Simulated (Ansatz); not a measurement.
Runs of Ansatz 0.2.0 on TaWC2. The structure is trigonal, space group R-3m (No. 166). Conventional cell: a = 3.144 Å, b = 3.144 Å, c = 15.305 Å, α = 90.00°, β = 90.00°, γ = 120.00°. Around W (site symmetry -3m) lie 6 C at 2.21 Å. Ta (site symmetry -3m) has 6 C at 2.23 Å as nearest neighbours. Around C (site symmetry 3m) lie 3 W at 2.21 Å and 3 Ta at 2.23 Å. The cell comes from a database or a generator and needn't be the stable form of this composition.

```csv
potentials or basis,cutoff (eV),gap on the mesh (eV),pressure (GPa),largest force (eV/Å)
PseudoDojo stringent (PBEsol files),1796,none,-10.8,0.06
Ansatz PAW earlier set,820,none,-10.8,0.08
JTH PAW,1290,none,-10.1,0.06
PseudoDojo standard (PBEsol files),1116,none,(a),0.06
```

Alike in all rows: task single point; level PBEsol; no spin polarisation; cell as given; k mesh 10 × 10 × 10; smearing fermi-dirac 0.05 eV.

Question: Fill in the values left out.

Answer: (a) -10.6.

Caveats: the PAW data sets come from PBE, with cores solved anew for the run's functional, which leaves a small shift of forces and pressure (some runs).

A k mesh can miss the band edges, and the runs leave out spin-orbit coupling on Ta, W.

A gap of «none» marks a metal or a gap under the smearing width.

Not every run made on this cell is shown here.
